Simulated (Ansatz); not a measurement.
Runs of Ansatz 0.2.0 on LaPb2. The structure is tetragonal, space group I4/mmm (No. 139). Conventional cell: a = 4.133 Å, b = 4.133 Å, c = 11.277 Å, α = 90.00°, β = 90.00°, γ = 90.00°. Pb (site symmetry 4mm) has 4 Pb at 3.26 Å and 5 La at 3.54 to 3.60 Å as nearest neighbours. La (site symmetry 4/mmm) is surrounded by 10 Pb at 3.54 to 3.60 Å. The cell comes from a database or a generator and needn't be the stable form of this composition.

| level | gap on the mesh (eV) | pressure (GPa) | relaxed volume (Å³/atom) |
| --- | --- | --- | --- |
| PBEsol | none | 0.0 | 30.18 |
| PBEsol+D3(BJ)-ATM | none | 0.0 | 28.77 |
| PBEsol+D4 | none | 0.0 | (a) |
| PBEsol+D3(BJ) | none | 0.0 | 28.58 |

Alike in all rows: task relaxation of cell and atoms; potentials or basis Ansatz PAW; no spin polarisation; cell relaxed; k mesh 9 × 9 × 9; cutoff (eV) 420; smearing fermi-dirac 0.05 eV.

Fill in the values left out.

(a) 29.43.

Caveats: the plane-wave basis is chosen anew once the cell has moved, so the energies of steps on either side of that aren't comparable; the PAW data sets come from PBE, with cores solved anew for the run's functional, which leaves a small shift of forces and pressure; pairwise dispersion overbinds metals, which lowers pressure and volume (some runs).

A k mesh can miss the band edges, and the runs leave out spin-orbit coupling on La, Pb.

A gap of «none» marks a metal or a gap under the smearing width.
